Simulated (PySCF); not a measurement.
# C2H9GeOP: NMR shifts at several levels of theory, part 1 of 2

Aim: compute the NMR shifts of C2H9GeOP (`CC[O][GeH2][PH2]`) at several levels, and see how far they spread and what each costs.

Programs: PySCF 2.14.0, with density-fitted response routines of our own. Each step states its level of theory. These are calculated values for one molecule in the gas phase, unless marked as measured. Atoms are numbered from 0 throughout.

## 1. The molecule as given

14 atoms, charge 0, multiplicity 1; geometry from: PBE0-D3(BJ)/def2-SVP.

Bonds of the start (Å): C0–C1 1.51, C1–O2 1.41, O2–Ge3 1.78, Ge3–P4 2.31, C0–H5 1.10, C0–H6 1.10, C0–H7 1.10, C1–H8 1.11, C1–H9 1.11, Ge3–H10 1.55, Ge3–H11 1.55, P4–H12 1.43, P4–H13 1.43.

## 2. Shielding tensors: PBE0/6-31G*

Job settings and geometry (Å):

```
{"job": {"kind": "nmr", "xc": "PBE0", "basis": "6-31G*", "pop": true}, "charge": 0, "multiplicity": 1}
C     -2.306535     0.890520     0.065530
C     -1.266127    -0.204428     0.117155
O     -0.013696     0.341358    -0.213840
Ge     1.456078    -0.666528    -0.166592
P      3.120618     0.793966    -0.831358
H     -3.306133     0.496060     0.303531
H     -2.060811     1.685307     0.785358
H     -2.335773     1.339107    -0.938670
H     -1.540064    -1.017692    -0.586027
H     -1.247246    -0.657294     1.130000
H      1.702143    -1.144241     1.283069
H      1.244903    -1.887881    -1.092416
H      2.828148     0.628307    -2.219835
H      4.107295    -0.242674    -0.836147
```

Method: GIAO PBE0/6-31G* NMR shielding, non-relativistic, gas phase.

On the command line:

```
$ OMP_NUM_THREADS=1 python probes_run.py task.json out
```

This one command runs all jobs of the session in turn.

Log:

```text
coarse grid: 51616 points
cycle   1  E = -2574.2168038114  dE = -3.357e-01  |g| = 7.749e-01  |ddm| = 3.280e+00
cycle   2  E = -2573.9587078454  dE =  2.581e-01  |g| = 1.375e+00  |ddm| = 2.131e+00
cycle   3  E = -2574.3259511294  dE = -3.672e-01  |g| = 1.337e-01  |ddm| = 1.572e+00
cycle   4  E = -2574.3289676806  dE = -3.017e-03  |g| = 4.654e-02  |ddm| = 1.412e-01
cycle   5  E = -2574.3293320968  dE = -3.644e-04  |g| = 6.125e-03  |ddm| = 4.436e-02
cycle   6  E = -2574.3293414859  dE = -9.389e-06  |g| = 1.927e-03  |ddm| = 9.832e-03
final grid: 106936 points
cycle   7  E = -2574.3292852283  dE =  1.760e-07  |g| = 2.262e-03  |ddm| = 4.195e-03
cycle   8  E = -2574.3292847805  dE =  4.478e-07  |g| = 2.801e-03  |ddm| = 4.411e-03
cycle   9  E = -2574.3292863572  dE = -1.577e-06  |g| = 2.630e-04  |ddm| = 2.308e-03
cycle  10  E = -2574.3292863720  dE = -1.479e-08  |g| = 4.738e-05  |ddm| = 2.674e-04
cycle  11  E = -2574.3292863724  dE = -4.056e-10  |g| = 3.161e-06  |ddm| = 4.521e-05
converged SCF energy = -2574.3292863724

GIAO shielding tensors (ppm)
atom      isotropic    diamagn.    paramagn.     s11        s22        s33       span
  0 C      174.426     247.985     -73.559    157.448    173.306    192.524     35.076
  1 C      132.045     240.650    -108.605    103.712    114.518    177.906     74.194
  2 O      304.059     388.350     -84.290    288.333    301.219    322.625     34.293
  3 Ge    1512.852    2758.511   -1245.658   1359.329   1472.927   1706.301    346.973
  4 P      610.422     965.511    -355.089    561.145    601.753    668.368    107.223
  5 H       31.128      28.810       2.318     27.290     28.513     37.581     10.290
  6 H       30.637      29.374       1.263     27.027     29.331     35.552      8.525
  7 H       30.684      29.399       1.285     27.120     29.412     35.519      8.399
  8 H       28.223      29.883      -1.660     22.716     28.533     33.419     10.703
  9 H       28.232      29.915      -1.683     22.712     28.566     33.419     10.708
 10 H       26.285      29.027      -2.742     19.861     21.920     37.074     17.213
 11 H       25.936      29.394      -3.459     19.360     21.750     36.697     17.337
 12 H       29.906      29.048       0.859     24.511     27.683     37.525     13.014
 13 H       30.417      27.799       2.619     25.349     27.151     38.752     13.402
```

Wall time 13 s (1 thread of Arm Neoverse V1, shared host); peak memory 0.62 GiB.

Shifts follow as δ = σ(reference) − σ, with reference shieldings (ppm) from runs at the same level and on the same kind of geometry: 1H TMS 31.96, 13C TMS 194.1, 17O H2O 324.2, 31P H3PO4 376.2, 73Ge GeMe4 1541. The references are single molecules in the gas phase, so shifts against H2O, NH3, PH3, H3PO4 or CFCl3 are not on the usual liquid scales and can be off by tens of ppm. Atoms listed in one row are averaged.

```
     atoms                             environment  σ (ppm)  δ (ppm)
        C1                     sp3 CH2 bonded to O    132.0     62.1
        C0                           methyl carbon    174.4     19.7
  H10, H11  hydrogen on a germanium bonded to O, P    26.11     5.85
    H8, H9      hydrogen on an sp3 CH2 bonded to O    28.23     3.74
  H12, H13   hydrogen on a phosphorus bonded to Ge    30.16     1.80
H5, H6, H7             hydrogen on a methyl carbon    30.82     1.15
        O2                  oxygen bonded to C, Ge    304.1     20.1
       Ge3           germanium bonded to O, P, 2 H     1513       28
        P4            phosphorus bonded to Ge, 2 H    610.4   -234.2
```

Charges from the same density, by scheme (e):

```
atoms  Mulliken    IAO  Hirshfeld  ESP fit
   C0     -0.54  -0.41      -0.10    -0.40
   C1     -0.04  -0.03       0.01     0.19
   O2     -0.56  -0.60      -0.25    -0.31
  Ge3      0.26   0.66       0.30     0.29
   P4     -0.07  -0.06      -0.01    -0.28
```

Mayer bond orders: C0–C1 1.01, C1–O2 0.90, O2–Ge3 0.98, Ge3–P4 0.97.

## 3. Nuclear shieldings: PBE0/def2-SVP

Same as in step 2 but for these lines:

```diff
@@ -1,2 +1,2 @@
-{"job": {"kind": "nmr", "xc": "PBE0", "basis": "6-31G*", "pop": true}, "charge": 0, "multiplicity": 1}
+{"job": {"kind": "nmr", "xc": "PBE0", "basis": "def2-SVP", "pop": true}, "charge": 0, "multiplicity": 1}
 C     -2.306535     0.890520     0.065530
```

Level: GIAO PBE0/def2-SVP NMR shielding, non-relativistic, gas phase.

Log:

```text
coarse grid: 51616 points
cycle   1  E = -2574.0539540454  dE = -3.834e-01  |g| = 7.578e-01  |ddm| = 3.507e+00
cycle   2  E = -2573.8014069780  dE =  2.525e-01  |g| = 1.353e+00  |ddm| = 2.172e+00
cycle   3  E = -2574.1576877959  dE = -3.563e-01  |g| = 1.328e-01  |ddm| = 1.612e+00
cycle   4  E = -2574.1606511575  dE = -2.963e-03  |g| = 4.744e-02  |ddm| = 1.498e-01
cycle   5  E = -2574.1610332718  dE = -3.821e-04  |g| = 6.011e-03  |ddm| = 4.701e-02
cycle   6  E = -2574.1610423151  dE = -9.043e-06  |g| = 1.983e-03  |ddm| = 9.584e-03
final grid: 106936 points
cycle   7  E = -2574.1609807017  dE =  2.326e-07  |g| = 2.331e-03  |ddm| = 4.695e-03
cycle   8  E = -2574.1609802066  dE =  4.951e-07  |g| = 2.868e-03  |ddm| = 5.009e-03
cycle   9  E = -2574.1609820100  dE = -1.803e-06  |g| = 2.067e-04  |ddm| = 2.622e-03
cycle  10  E = -2574.1609820188  dE = -8.850e-09  |g| = 5.178e-05  |ddm| = 2.240e-04
cycle  11  E = -2574.1609820193  dE = -4.757e-10  |g| = 3.665e-06  |ddm| = 4.835e-05
converged SCF energy = -2574.1609820193

GIAO shielding tensors (ppm)
atom      isotropic    diamagn.    paramagn.     s11        s22        s33       span
  0 C      174.672     245.117     -70.444    157.879    173.565    192.573     34.694
  1 C      131.569     242.893    -111.324    103.063    113.637    178.006     74.943
  2 O      307.556     395.766     -88.210    298.147    303.934    320.586     22.440
  3 Ge    1468.161    2756.745   -1288.584   1324.072   1432.572   1647.838    323.766
  4 P      635.677     964.574    -328.897    581.499    635.239    690.292    108.793
  5 H       30.532      27.427       3.105     26.624     27.588     37.384     10.759
  6 H       30.084      29.644       0.440     26.393     28.620     35.238      8.845
  7 H       30.117      29.433       0.683     26.459     28.672     35.219      8.759
  8 H       27.857      30.877      -3.020     22.411     27.991     33.170     10.759
  9 H       27.886      31.202      -3.316     22.420     28.073     33.165     10.745
 10 H       26.039      29.588      -3.550     19.832     21.715     36.569     16.737
 11 H       25.672      29.926      -4.254     19.306     21.565     36.145     16.839
 12 H       29.518      29.081       0.437     24.212     27.142     37.199     12.986
 13 H       30.050      27.740       2.311     25.028     26.794     38.329     13.300
```

Run time: 15 s. Hardware: 1 thread of Arm Neoverse V1, shared host; peak memory 0.82 GiB.

Key values: δ C1 62.2, C0 19.0, O2 35.5, Ge3 -10, H10 5.49, H8 3.47 ppm (means over like atoms).

## 4. Shielding tensors: PBE0/def2-TZVP

Same as in step 3 but for these lines:

```diff
@@ -1,2 +1,2 @@
-{"job": {"kind": "nmr", "xc": "PBE0", "basis": "def2-SVP", "pop": true}, "charge": 0, "multiplicity": 1}
+{"job": {"kind": "nmr", "xc": "PBE0", "basis": "def2-TZVP", "pop": true}, "charge": 0, "multiplicity": 1}
 C     -2.306535     0.890520     0.065530
```

With the program's defaults for keys left out, this is: GIAO PBE0/def2-TZVP NMR shielding, non-relativistic, gas phase.

Log:

```text
coarse grid: 51616 points
cycle   1  E = -2574.5876062358  dE = -3.406e-01  |g| = 9.650e-01  |ddm| = 2.609e+00
cycle   2  E = -2574.2665545381  dE =  3.211e-01  |g| = 1.637e+00  |ddm| = 1.831e+00
cycle   3  E = -2574.7091827831  dE = -4.426e-01  |g| = 2.334e-01  |ddm| = 1.461e+00
cycle   4  E = -2574.7178058521  dE = -8.623e-03  |g| = 5.580e-02  |ddm| = 1.645e-01
cycle   5  E = -2574.7181849234  dE = -3.791e-04  |g| = 1.094e-02  |ddm| = 4.229e-02
cycle   6  E = -2574.7182119237  dE = -2.700e-05  |g| = 3.579e-03  |ddm| = 1.183e-02
cycle   7  E = -2574.7182151290  dE = -3.205e-06  |g| = 5.706e-04  |ddm| = 2.837e-03
final grid: 106936 points
cycle   8  E = -2574.7181628498  dE = -6.898e-08  |g| = 6.449e-04  |ddm| = 2.777e-03
cycle   9  E = -2574.7181628060  dE =  4.381e-08  |g| = 7.849e-04  |ddm| = 9.867e-04
cycle  10  E = -2574.7181629467  dE = -1.407e-07  |g| = 1.027e-04  |ddm| = 5.740e-04
cycle  11  E = -2574.7181629486  dE = -1.944e-09  |g| = 1.825e-05  |ddm| = 7.265e-05
cycle  12  E = -2574.7181629487  dE = -5.093e-11  |g| = 2.833e-06  |ddm| = 1.316e-05
converged SCF energy = -2574.7181629487

GIAO shielding tensors (ppm)
atom      isotropic    diamagn.    paramagn.     s11        s22        s33       span
  0 C      166.373     243.520     -77.147    148.557    164.300    186.263     37.706
  1 C      119.977     241.256    -121.279     89.492    101.931    168.510     79.018
  2 O      295.918     388.519     -92.601    277.576    296.472    313.704     36.128
  3 Ge    1373.358    2759.905   -1386.546   1207.316   1330.798   1581.961    374.645
  4 P      575.236     965.603    -390.367    515.448    571.201    639.059    123.611
  5 H       30.520      28.444       2.076     26.781     27.571     37.207     10.426
  6 H       30.214      29.087       1.127     26.733     28.822     35.087      8.354
  7 H       30.247      29.049       1.199     26.784     28.887     35.072      8.288
  8 H       27.822      30.843      -3.021     22.635     27.940     32.891     10.256
  9 H       27.861      30.940      -3.078     22.644     28.003     32.938     10.294
 10 H       25.958      29.161      -3.203     19.783     21.776     36.315     16.531
 11 H       25.548      29.411      -3.863     19.267     21.576     35.802     16.534
 12 H       29.532      28.852       0.681     24.347     27.295     36.955     12.608
 13 H       29.961      27.892       2.069     24.971     26.817     38.094     13.123
```

It took 36 s on 1 thread of Arm Neoverse V1, shared host; peak memory 1 GiB.

This run: δ C1 66.7, C0 20.3, O2 36.7, Ge3 0, H10 5.73, H8 3.64 ppm (means over like atoms).

## 5. Nuclear shieldings: PBE0/cc-pVDZ

Same as in step 4 but for these lines:

```diff
@@ -1,2 +1,2 @@
-{"job": {"kind": "nmr", "xc": "PBE0", "basis": "def2-TZVP", "pop": true}, "charge": 0, "multiplicity": 1}
+{"job": {"kind": "nmr", "xc": "PBE0", "basis": "cc-pVDZ", "pop": true}, "charge": 0, "multiplicity": 1}
 C     -2.306535     0.890520     0.065530
```

Level: GIAO PBE0/cc-pVDZ NMR shielding, non-relativistic, gas phase.

Log:

```text
coarse grid: 51616 points
cycle   1  E = -2574.5154944843  dE = -2.968e-01  |g| = 6.967e-01  |ddm| = 6.310e+00
cycle   2  E = -2574.2679353658  dE =  2.476e-01  |g| = 1.293e+00  |ddm| = 2.863e+00
cycle   3  E = -2574.6149287946  dE = -3.470e-01  |g| = 9.809e-02  |ddm| = 1.863e+00
cycle   4  E = -2574.6167028341  dE = -1.774e-03  |g| = 4.453e-02  |ddm| = 2.347e-01
cycle   5  E = -2574.6172116418  dE = -5.088e-04  |g| = 5.613e-03  |ddm| = 9.468e-02
cycle   6  E = -2574.6172203494  dE = -8.708e-06  |g| = 1.217e-03  |ddm| = 1.123e-02
final grid: 106936 points
cycle   7  E = -2574.6171656951  dE =  4.112e-08  |g| = 1.330e-03  |ddm| = 4.405e-03
cycle   8  E = -2574.6171655286  dE =  1.665e-07  |g| = 1.584e-03  |ddm| = 4.702e-03
cycle   9  E = -2574.6171661406  dE = -6.120e-07  |g| = 9.630e-05  |ddm| = 2.563e-03
cycle  10  E = -2574.6171661427  dE = -2.094e-09  |g| = 2.962e-05  |ddm| = 1.589e-04
cycle  11  E = -2574.6171661429  dE = -1.787e-10  |g| = 2.663e-06  |ddm| = 4.698e-05
converged SCF energy = -2574.6171661429

GIAO shielding tensors (ppm)
atom      isotropic    diamagn.    paramagn.     s11        s22        s33       span
  0 C      176.118     245.049     -68.931    158.699    174.427    195.227     36.528
  1 C      132.636     243.743    -111.107    103.083    115.681    179.143     76.061
  2 O      305.388     391.084     -85.696    293.221    307.029    315.915     22.694
  3 Ge    1545.169    2756.628   -1211.458   1395.142   1512.844   1727.522    332.380
  4 P      633.018     966.515    -333.497    578.854    632.602    687.599    108.745
  5 H       30.397      27.341       3.056     26.606     27.528     37.056     10.450
  6 H       30.002      29.589       0.413     26.441     28.541     35.024      8.582
  7 H       30.037      29.364       0.673     26.511     28.598     35.001      8.490
  8 H       27.667      30.951      -3.284     22.230     27.809     32.961     10.731
  9 H       27.699      31.253      -3.554     22.241     27.874     32.982     10.741
 10 H       25.963      29.555      -3.592     19.691     21.566     36.630     16.939
 11 H       25.612      29.841      -4.230     19.202     21.432     36.201     16.999
 12 H       29.559      29.108       0.451     24.197     27.190     37.290     13.093
 13 H       30.098      27.699       2.399     25.050     26.878     38.366     13.316
```

It took 16 s on 1 thread of Arm Neoverse V1, shared host; peak memory 0.86 GiB.

Key values: δ C1 64.1, C0 20.6, O2 37.9, Ge3 -2, H10 5.50, H8 3.61 ppm (means over like atoms).

(Continued in part 2 of 2.)
